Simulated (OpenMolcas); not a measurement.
# W⁵⁺ among point charges: CASSCF and CASPT2 levels and susceptibility

Aim: the splitting of the states of W⁵⁺ in the field of 2 point charges, its lowest levels with spin-orbit coupling and its magnetic susceptibility.

Program: OpenMolcas 26.06. Level of theory: state-averaged CASSCF and CASPT2, spin-orbit coupling by RASSI with atomic mean-field integrals. These are calculated values, not measurements, unless marked.

## Step 1: The atom as given

| Quantity | Value |
| --- | --- |
| Species | W⁵⁺ (tungsten, Z = 74, 69 electrons) |
| Basis | ANO-RCC-VDZP [7s6p4d2f1g], 68 functions |
| Scalar Hamiltonian | DKH2, point nucleus |
| Inactive shells | 1s 2s 2p 3s 3p 3d 4s 4p 4d 4f 5s 5p |
| Active space | 1 electron in 5 orbitals (5d) |
| Some configurations of this space | 5d |
| Orbitals | optimised for each spin and parity, averaged over all roots |

Outer shells as boxes (Hund's rule):

5d
```
5d [↑ ][  ][  ][  ][  ]
```

The ion sits among 2 point charges of -2.5 e arranged as a linear pair (D∞h), 1.87 Å from the ion.

The work runs as a chain of OpenMolcas steps in one folder; each step below is one input file. Labels, J, g values, rates, χT and fits are worked out afterwards by a script from the matrices that RASSI stores. The input lists half of the charges; inversion (Group=XYZ) makes the rest.

## Step 2: Basis and integrals

Contents of a.inp:

```
&GATEWAY
Coord
1

W 0.0 0.0 0.0
Basis=ANO-RCC-VDZP
Group=XYZ
NoMove
AngMom=0.0 0.0 0.0
AMFI
XField
1 Angstrom 0
0.000000 0.000000 1.870000 -2.500000
&SEWARD
```

Started as:

```console
OMP_NUM_THREADS=1 MOLCAS_MEM=1689 MOLCAS_PROJECT=a pymolcas a.inp > a.log
```

## Step 3: Reference wave functions, doublets of even parity, 5 roots

Contents of a.inp:

```
&RASSCF
FileOrb=start.orb
Symmetry=1
Spin=2
nActEl=1 0 0
Inactive=15 19
Ras2=5 0
CIRoot=5 5 1
SDav=5
CIMx=300
Iter=120 100
PrWF=0.3
OrbListing=Nothing
MaxOrb=0
>>> COPY $Project.JobIph JOB001
```

start.orb holds the contracted functions of the basis, ordered by shell, or the orbitals of the step before.

## Step 4: State interaction with spin-orbit coupling

Contents of a.inp:

```
&RASSI
NrOfJobIphs=1 5
1 2 3 4 5
IphNames
JOB001
EJob
SpinOrbit
DIPRint=1.0
SOCoupling=1000.0
Subsets=2
Property=9
'ANGMOM' 1 'ANGMOM' 2 'ANGMOM' 3 'MLTPL  1' 1 'MLTPL  1' 2 'MLTPL  1' 3
'AMFI' 1 'AMFI' 2 'AMFI' 3
SOProperty=3
'ANGMOM' 1 'ANGMOM' 2 'ANGMOM' 3
```

## Step 5: CASPT2: IPEA 0.25, imaginary shift 0.1 (closed shells correlated: 4f 5s 5p)

Contents of a.inp:

```
>>> COPY JOB001 $Project.JobIph
&CASPT2
Multistate=5 1 2 3 4 5
NoMult
Frozen=14 9
IPEA=0.25
Imaginary=0.1
MaxIter=60
WThr=0.0 0.3 0.05
PrWF=0.5
NoMix
```

(Steps that only read results are left out.)

Q: Predict the outcome of this session. Wanted: spin-free ground state; first state of the same spin within the active space; lowest level; next level.

As calculated:

```
                                            quantity                                                                           value
                                              method  SS-CASPT2, IPEA 0.25, imaginary shift 0.1 (closed shells correlated: 4f 5s 5p)
                              spin-free ground state                                              2Delta, 2-fold in its orbital part
first state of the same spin within the active space                                                               2Pi at 23800 cm⁻¹
                                        lowest level                                                    2-fold, g = 0.00, 0.00, 2.03
                                          next level                                                                     7864.0 cm⁻¹
                                         χT at 300 K                                                                  0.14 cm³ K/mol
                           effective moment at 300 K                                                                         1.07 μB
```

Cost by method:

```csv
method,time of its own steps,time with the reference
A. CASSCF,1.6 s,1.6 s
"B. SS-CASPT2, IPEA 0.25, imaginary shift 0.1, +4f 5s 5p",0.77 s,2.3 s
```

Times are of one thread on a shared host.

**Reading.** The spin-free ground state (2Delta) comes to 100 % from free-ion D terms and keeps the highest spin of the shell. χT at 300 K is 0.14, against 0.38 cm³ K/mol for the spin alone, so orbital moment lowers it. The field of point charges can differ much from that of real complexes. This is an electrostatic model: the charges have no orbitals.
